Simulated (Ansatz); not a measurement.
# Ir2Rh: the cost of one run

Computed with Ansatz 0.2.0 (DFT PBE, scalar-relativistic, plane waves, PAW, unless a step's input says otherwise).

### Step 1. The starting structure

The structure is hexagonal, space group P6_3/mmc (No. 194). Conventional cell: a = 2.740 Å, b = 2.740 Å, c = 13.288 Å, α = 90.00°, β = 90.00°, γ = 120.00°. Ir (site symmetry 3m) is surrounded by 9 Ir at 2.71 to 2.74 Å and 3 Rh at 2.73 Å. Rh (site symmetry -6m2) is surrounded by 6 Ir at 2.73 Å and 6 Rh at 2.74 Å.

As a file:

```
CELL_PARAMETERS angstrom
2.73984 0.00000 0.00000
-1.36992 2.37277 0.00000
0.00000 0.00000 13.28790
ATOMIC_POSITIONS crystal
Ir 0.33333 0.66667 0.08291
Ir 0.33333 0.66667 0.41709
Ir 0.66667 0.33333 0.58291
Ir 0.66667 0.33333 0.91709
Rh 0.33333 0.66667 0.75000
Rh 0.66667 0.33333 0.25000
```

It is the end of an earlier relaxation with the same method, from a generated guess; it is a trial structure. At a tolerance of 0.05 Å it has space group P6_3/mmc (No. 194); it has 14.40 Å³/atom, an uncorrected energy of +0.04 eV/atom over the elements.

### Step 2. Electronic structure at the relaxed geometry

Contents of input.yaml:

```yaml
crystal:
  lattice:
    - [2.7398386905, 2.89e-08, 0.0]
    - [-1.3699193702, 2.3727698938, 0.0]
    - [0.0, 0.0, 13.2879006]
  atoms:
    - { symbol: Ir, position: [0.3333333333, 0.6666666667, 0.08291] }
    - { symbol: Ir, position: [0.3333333333, 0.6666666667, 0.41709] }
    - { symbol: Ir, position: [0.6666666667, 0.3333333333, 0.58291] }
    - { symbol: Ir, position: [0.6666666667, 0.3333333333, 0.91709] }
    - { symbol: Rh, position: [0.3333333333, 0.6666666667, 0.75] }
    - { symbol: Rh, position: [0.6666666667, 0.3333333333, 0.25] }
basis:
  ecutwfc: 420
kpoints:
  mp_grid: { grid: [18, 18, 4] }
  band_path:
    path:
      - [[0.0, 0.0, 0.0], [0.5, 0.0, 0.0], [0.33333333, 0.33333333, 0.0], [0.0, 0.0, 0.0], [0.0, 0.0, 0.5], [0.5, 0.0, 0.5], [0.33333333, 0.33333333, 0.5], [0.0, 0.0, 0.5]]
      - [[0.5, 0.0, 0.5], [0.5, 0.0, 0.0]]
      - [[0.33333333, 0.33333333, 0.5], [0.33333333, 0.33333333, 0.0]]
    npoints: 14
hamiltonian:
  xc: pbe
scf:
  occupations: { method: gaussian, width: 0.1 }
  n_extra_bands: 15
output:
  forces: true
  stress: true
  eigenvalues: true
  populations: true
  dos: { projected: true, de: 0.02, nscf_kmesh: { grid: [22, 22, 5] } }
  bader: true
  write_density: true
  write_potential: true
  elf: true
  volumetric_format: npy
```

Launch:

```
> ansatz run input.yaml --threads 4 --pin off --max-ram 8192MiB --backend cpu --events-out ev --progress --plain --runs-dir out
```

Q: Estimate wall time and peak memory on 4 threads of Arm Neoverse V2, shared host.

About 32 s, with a peak of 0.88 GiB.
